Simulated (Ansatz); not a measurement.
# ClGe2H7O: the cost of one run

Method: RKS BHLYP/def2-SVP, in Ansatz 0.2.0.

## 1. The structure to begin with

Bond lengths: Ge1–Cl2 2.570 Å, Ge1–Ge3 2.400 Å, Ge3–H4 1.550 Å, Ge3–H5 1.550 Å, Ge3–H6 1.550 Å, Ge1–H7 1.549 Å, Ge1–H8 1.549 Å, Ge1–O9 2.070 Å, O9–H10 1.010 Å, Cl2–H11 1.592 Å. Angles (14 of 18 angles, heavy atoms first): Cl2–Ge1–Ge3 109.4°, Cl2–Ge1–O9 71.6°, Ge3–Ge1–O9 67.1°, Ge1–Cl2–H11 62.0°, Cl2–Ge1–H7 109.5°, Cl2–Ge1–H8 109.5°, Ge3–Ge1–H7 109.5°, Ge3–Ge1–H8 109.5°, H7–Ge1–O9 72.9°, H8–Ge1–O9 176.5°, Ge1–Ge3–H4 109.5°, Ge1–Ge3–H5 109.5°, Ge1–Ge3–H6 109.5°, Ge1–O9–H10 109.5°.

As a file:

```xyz
11

Ge    0.0000    0.0000    0.0000
Cl    0.0000    0.0000    2.5700
Ge    2.2632    0.0000   -0.7992
H     2.7487   -1.4611   -0.9782
H     2.3309    0.7367   -2.1612
H     3.1736    0.7244    0.2250
H    -0.7300    1.2648   -0.5162
H    -0.7300   -1.2648   -0.5162
O     1.0856    1.6372    0.6527
H     1.8625    1.3234    1.2167
H     0.7768    1.1714    1.8227
```

## 2. Pulling towards end A

Springs on the bonds that form and break draw the guess towards this end; the thresholds are loose.

The input, input.yaml:

```yaml
crystal:
  periodic: [false, false, false]
  atoms:
    - { symbol: Ge, position_ang: [0.0, 0.0, 0.0] }
    - { symbol: Cl, position_ang: [0.0, 0.0, 2.57] }
    - { symbol: Ge, position_ang: [2.2632, 0.0, -0.7992] }
    - { symbol: H, position_ang: [2.7487, -1.4611, -0.9782] }
    - { symbol: H, position_ang: [2.3309, 0.7367, -2.1612] }
    - { symbol: H, position_ang: [3.1736, 0.7244, 0.225] }
    - { symbol: H, position_ang: [-0.73, 1.2648, -0.5162] }
    - { symbol: H, position_ang: [-0.73, -1.2648, -0.5162] }
    - { symbol: O, position_ang: [1.0856, 1.6372, 0.6527] }
    - { symbol: H, position_ang: [1.8625, 1.3234, 1.2167] }
    - { symbol: H, position_ang: [0.7768, 1.1714, 1.8227] }
basis:
  gaussian: { orbitals: def2-SVP }
hamiltonian:
  xc: { name: BHLYP }
relax:
  f_tol: 0.15
  max_steps: 25
  restrain:
    - { distance: [0, 8], at: 2.97, k: 30.0 }
    - { distance: [10, 1], at: 2.57, k: 30.0 }
    - { distance: [0, 1], at: 2.22, k: 30.0 }
    - { distance: [10, 8], at: 1.01, k: 30.0 }
```

Launch:

```
ansatz run input.yaml --threads 4 --pin off --max-ram 5120MiB --backend cpu --events-out ev --progress --plain --runs-dir out
```

**Question.** How long does this run take on 4 threads of Arm Neoverse V1, shared host, and how much memory does it need?

About 42 s, with a peak of 0.39 GiB.
